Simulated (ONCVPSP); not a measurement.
# An ONCV potential for Ti, from input to tests

Task: generate the file, and judge it by its errors in other configurations, its logarithmic derivatives, its ghosts and its cutoff.

Program: ONCVPSP 4.0.1.1 (patched build). Reference atom: PBE, scalar-relativistic, spherical and spin-unpolarised. All values are calculated.

### 1 Settings

Typed settings, in words:

- element: titanium (Ti, Z = 22)
- type: optimised norm-conserving Vanderbilt (ONCV)
- frozen core: [Ar]
- valence charge: 4
- reference configuration: 3d2 4s2
- partial waves: 4s: rc 2.45 bohr, ncon 4, nbas 9, qcut 2.8 1/bohr, 1 projector; p scattering state at 0.12 Ha: rc 2.20 bohr, ncon 4, nbas 8, qcut 4.4 1/bohr, 2 projectors, debl 2.1 Ha; 3d: rc 2.60 bohr, ncon 5, nbas 10, qcut 6.3 1/bohr, 1 projector
- local potential: polynomial inside 2.00 bohr (lpopt 1, dvloc0 2 Ha)
- core correction: Teter function, fcfact 3.75, rcfact 1.65

The outer shells as boxes (Hund's rule for the drawing; the calculation is spin-unpolarised):

```
[Ar] core
3d [↑ ][↑ ][  ][  ][  ]
4s [↑↓]
```

The nodes and maxima of the atom's own shells, from an earlier all-electron run, set the scale for the radii.

All-electron outer shells of the reference configuration (PBE, scalar-relativistic, ld1.x):

| shell | level (eV) | outermost node (bohr) | outermost maximum (bohr) |
| --- | --- | --- | --- |
| 3p | -38.86 | 0.37 | 0.90 |
| 4s | -4.47 | 1.24 | 2.92 |
| 3d | -4.26 | – | 0.98 |
| 4p | -1.47 | 1.39 | 3.80 |

### 2 The generation run

Contents of Ti.dat:

```
# ATOM AND REFERENCE CONFIGURATION
# atsym  z   nc   nv     iexc    psfile
  Ti 22.00    5    2        4      upf
#
#   n    l    f
    1    0    2.00
    2    0    2.00
    2    1    6.00
    3    0    2.00
    3    1    6.00
    3    2    2.00
    4    0    2.00
#
# PSEUDOPOTENTIAL AND OPTIMIZATION
# lmax
    2
#
#   l,   rc,      ep,       ncon, nbas, qcut
    0    2.45    0.00    4    9    2.80
    1    2.20    0.12    4    8    4.40
    2    2.60    0.00    5   10    6.30
#
# LOCAL POTENTIAL
# lloc, lpopt,  rc(5),   dvloc0
    4    1    2.00    2.00
#
# VANDERBILT-KLEINMAN-BYLANDER PROJECTORs
# l, nproj, debl
    0    1    3.70
    1    2    2.10
    2    1    1.90
#
# MODEL CORE CHARGE
# icmod, fcfact, rcfact
    3    3.75    1.65
#
# LOG DERIVATIVE ANALYSIS
# epsh1, epsh2, depsh
   -2.00    5.00    0.02
#
# OUTPUT GRID
# rlmax, drl
    6.00    0.01
#
# TEST CONFIGURATIONS
# ncnf
    4
# nvcnf
#   n    l    f
    2
    3    2    2.00
    4    0    1.00
#
    2
    3    2    2.00
    4    0    0.00
#
    2
    3    2    1.00
    4    0    0.00
#
    3
    3    2    1.00
    4    0    2.00
    4    1    1.00
#
```

Run with:

```
$ oncvpsp.x < Ti.dat > Ti.out
```

Q: Predict the outcome of this session. Wanted: cutoffs for 1 and 0.1 mHa per electron, occupied waves; bound ghosts; GHOST(+) flags; largest test error; largest phase difference near zero energy, channels read; rms error of d²Exc/dn², without and with the model core.

As calculated:

```
                                                quantity                  value
  cutoffs for 1 and 0.1 mHa per electron, occupied waves        16 Ha and 17 Ha
                                            bound ghosts         p at -21.45 eV
                                          GHOST(+) flags     none at low energy
                            largest test error (AE − PS)  -367 meV, for 3d1 4s0
largest phase difference near zero energy, channels read              0.087 rad
 rms error of d²Exc/dn², without and with the model core    21.85 and 12.24 mHa
```

In words: A bound ghost (p) makes it unfit for use: electrons can fall into a state that the atom doesn't have. The worst unpolarised test, 3d1 4s0, is off by 367 meV on 47.9 eV; by total energies transferability rates as poor. That test lies far up in energy; among those under 40 eV, nearer to bonding, the largest error is 297 meV. It counts as soft on the atom, with 16 Ha needed at the looser tolerance. At the looser tolerance the 3d wave is the slowest; 4s needs 3 Ha. Of the channels read, d scatters worst near zero energy, by up to 0.09 rad (at the energies tabulated). The pseudo curves have a pole with no partner nearby in the atom's: s at 0.81 Ha. At positive energy that is a spurious or a displaced resonance. All of this concerns the isolated atom, not yet a solid.
